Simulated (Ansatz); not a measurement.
**C₂H₉GaO₂: basis-set convergence**

The task here is to estimate one member of a computed series from the others.

Program: Ansatz 0.2.0, Gaussian basis. Level of theory: one geometry, several basis sets. These are calculated values, not measurements.

Plan: PBE0-D4/def2-SVP; ωB97M-V/def2-SVP; PBE0-D4/def2-QZVPP; ωB97M-V/def2-QZVPP; the functionals' def2-TZVPP values are taken from earlier runs.

### The relaxed structure

The geometry comes from an earlier relaxation with PBE0-D4 in a triple-zeta def2 set; it is a stationary point, not always the lowest conformer.

SMILES `[CH3][Ga-]([CH3])([OH])[OH2+]`, 14 atoms, charge 0, spin multiplicity 1.

Atoms are counted from 1 here; the program's logs count them from 0.

Bond lengths: C1–Ga2 1.959 Å, C1–H6 1.092 Å, C1–H7 1.091 Å, C1–H8 1.093 Å, Ga2–C3 1.975 Å, Ga2–O4 1.860 Å, Ga2–O5 2.196 Å, C3–H9 1.093 Å, C3–H10 1.093 Å, C3–H11 1.093 Å, O4–H12 0.958 Å, O5–H13 0.983 Å, O5–H14 0.962 Å. Angles: Ga2–C1–H6 111.5°, Ga2–C1–H7 110.0°, Ga2–C1–H8 110.8°, H6–C1–H7 108.6°, H6–C1–H8 107.8°, H7–C1–H8 108.0°, C1–Ga2–C3 129.2°, C1–Ga2–O4 113.0°, C1–Ga2–O5 101.8°, C3–Ga2–O4 114.7°, C3–Ga2–O5 103.5°, O4–Ga2–O5 78.6°, Ga2–C3–H9 110.6°, Ga2–C3–H10 111.3°, Ga2–C3–H11 111.7°, H9–C3–H10 107.2°, H9–C3–H11 107.6°, H10–C3–H11 108.3° and more.

Set-up of the first run:

in.yaml reads:

```yaml
crystal:
  periodic: [false, false, false]
  atoms:
    - {symbol: C, position_ang: [-1.465261, 1.456150, 0.246911]}
    - {symbol: Ga, position_ang: [-0.248963, -0.075948, 0.134794]}
    - {symbol: C, position_ang: [1.274523, -0.547676, 1.299533]}
    - {symbol: O, position_ang: [-0.956611, -1.498268, -0.832596]}
    - {symbol: O, position_ang: [0.681730, 0.230315, -1.831035]}
    - {symbol: H, position_ang: [-0.917215, 2.395259, 0.347091]}
    - {symbol: H, position_ang: [-2.084514, 1.507860, -0.650211]}
    - {symbol: H, position_ang: [-2.128258, 1.361924, 1.110446]}
    - {symbol: H, position_ang: [0.921916, -0.864221, 2.284760]}
    - {symbol: H, position_ang: [1.935486, 0.308872, 1.453627]}
    - {symbol: H, position_ang: [1.865134, -1.366889, 0.881867]}
    - {symbol: H, position_ang: [-0.717881, -2.366151, -0.504760]}
    - {symbol: H, position_ang: [0.204968, -0.603613, -2.039101]}
    - {symbol: H, position_ang: [1.622144, 0.033185, -1.872329]}
basis:
  gaussian: {orbitals: def2-SVP}
hamiltonian: {xc: pbe0, dispersion: d4}
output: {orbitals: {seedname: orbitals}}
```

Started as:

```console
ansatz run in.yaml --threads 4 --pin off --events-out ev --progress --plain --max-ram 11315MiB
```

Among the steps run: PBE0-D4 in def2-SVP; ωB97M-V in def2-SVP; PBE0-D4 in def2-QZVPP; ωB97M-V in def2-QZVPP.

One table of the session follows, with a row left open; its other results are not shown here.

It belongs to the step «Functionals by basis». 

| functional | basis | HOMO (eV) | LUMO (eV) |
| --- | --- | --- | --- |
| PBE0-D4 | def2-SVP | ? | ? |
| PBE0-D4 | def2-TZVPP | -7.32 | 0.21 |
| PBE0-D4 | def2-QZVPP | -7.35 | -0.13 |
| ωB97M-V | def2-SVP | -9.43 | 2.37 |
| ωB97M-V | def2-TZVPP | -9.56 | 1.62 |
| ωB97M-V | def2-QZVPP | -9.59 | 1.06 |

Estimate the missing values for PBE0-D4, def2-SVP.

The run gave: HOMO (eV): -7.18; LUMO (eV): 0.79. In the column «HOMO (eV)» it is the highest.
